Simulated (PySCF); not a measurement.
# Dy(NH2)3: other functionals and bases at one geometry

An exercise on one series of results from a longer session: the logs are not shown, and one member is left open.

Computed with PySCF 2.14.0. Level: several levels, as the steps say, no spin–orbit coupling.

4 further runs of the same task are left out: 2 for a known fault of the program, 2 that didn't finish.

### Where the work starts

10 atoms, charge 0, spin multiplicity 1.

Bond lengths: Dy1–N2 2.175 Å, Dy1–N5 2.174 Å, Dy1–N8 2.175 Å, N2–H3 1.021 Å, N2–H4 1.021 Å, N5–H6 1.021 Å, N5–H7 1.021 Å, N8–H9 1.021 Å, N8–H10 1.021 Å. Angles: N2–Dy1–N5 119.8°, N2–Dy1–N8 119.9°, N5–Dy1–N8 120.2°, Dy1–N2–H3 127.5°, Dy1–N2–H4 127.4°, H3–N2–H4 105.1°, Dy1–N5–H6 128.0°, Dy1–N5–H7 126.8°, H6–N5–H7 105.2°, Dy1–N8–H9 127.1°, Dy1–N8–H10 127.7°, H9–N8–H10 105.1°.

Coordinates:

```xyz
10

Dy   -0.0047   -0.0068   -0.0517
N     2.1690   -0.0015    0.0080
H     2.7895   -0.8038    0.1223
H     2.7888    0.8068   -0.0618
N    -1.0844    1.8714   -0.2344
H    -2.0944    2.0201   -0.2220
H    -0.6780    2.8039   -0.3217
N    -1.0907   -1.8746    0.1997
H    -0.6932   -2.8059    0.3281
H    -2.1019   -2.0096    0.2335
```

Formal oxidation states: Dy +3. Each metal's 9 4f electrons lie in its core potential, so multiplicities, spins and levels count the valence alone. An earlier session relaxed this geometry at PBE0, Dy lcecp-1-SVP with ECP55, N def2-SVP, H def2-SVP (singlet, point group C3v).

At PBE0 on the finer grid: E = -204.708140 Eh, HOMO -6.04 eV, LUMO -1.07 eV, Mulliken charge on Dy1 +0.91 e, largest force component 0.017 eV/Å. 

Levels to run: B3LYP; TPSSh; CAM-B3LYP; TPSS; PBE0, TZVP. Hardware: 2 threads of Intel Xeon Platinum 8375C at 2.90GHz (Ice Lake), shared host.

Set-up of the first run:

Contents of run.py (the lines that set the calculation):

```python
mol = gto.M(atom='''
Dy    -0.00470    -0.00684    -0.05173
N      2.16905    -0.00146     0.00798
H      2.78952    -0.80381     0.12229
H      2.78876     0.80678    -0.06176
N     -1.08445     1.87143    -0.23439
H     -2.09441     2.02011    -0.22196
H     -0.67796     2.80389    -0.32171
N     -1.09071    -1.87456     0.19967
H     -0.69322    -2.80593     0.32811
H     -2.10188    -2.00961     0.23350''',
    basis={'Dy': 'lcecp-1-SVP', 'N': 'def2-SVP', 'H': 'def2-SVP'},
    ecp={'Dy': 'lcecp-1-SVP'},
    charge=0, spin=0)
mf = dft.RKS(mol, xc='B3LYP')
mf.grids.atom_grid = (75, 302)  # f atoms: unpruned, at least (60, 302)
mf = mf.density_fit()  # fitting sets: Dy AutoAux, N def2-universal-JKFIT, H def2-universal-JKFIT
mf.conv_tol = 1e-08; mf.max_cycle = 55
mf.kernel(dm0)  # dm0: the density of the relaxed state
```

Command:

```console
> OMP_NUM_THREADS=2 python run.py
```

Steps of the session up to this table: B3LYP; TPSSh; CAM-B3LYP; TPSS; PBE0, TZVP.

One of the session's tables, all rows but one given; the rest of the session is left out.

| level | HOMO (eV) | gap (eV) | charge on Dy1 (e) | largest force component (eV/Å) |
| --- | --- | --- | --- | --- |
| PBE0 (relaxed here) | -6.04 | 4.97 | 0.91 | 0.02 |
| B3LYP | -5.80 | 4.41 | 0.83 | 0.10 |
| TPSSh | ? | ? | ? | ? |
| CAM-B3LYP | -7.46 | 7.07 | 0.88 | 0.07 |
| TPSS | -4.74 | 3.23 | 0.82 | 0.33 |
| PBE0, TZVP | -6.22 | 5.07 | 1.55 | 0.46 |

Q: Estimate the row for TPSSh from the others.

**Answer.** HOMO (eV): -5.27; gap (eV): 4.01; charge on Dy1 (e): 0.89; largest force component (eV/Å): 0.18. In the column «HOMO (eV)» it lies between B3LYP (-5.80) and TPSS (-4.74).

In one basis the HOMO–LUMO gap runs from 3.23 eV (TPSS) to 7.07 eV (CAM-B3LYP). The largest leftover force, 0.46 eV/Å with PBE0, TZVP, stands at a geometry relaxed at another level. With 4f in the core, its levels are missing from HOMO and gap, and its count is fixed, so no charge can pass from the ligands into it. Total energies of different levels can't be compared.
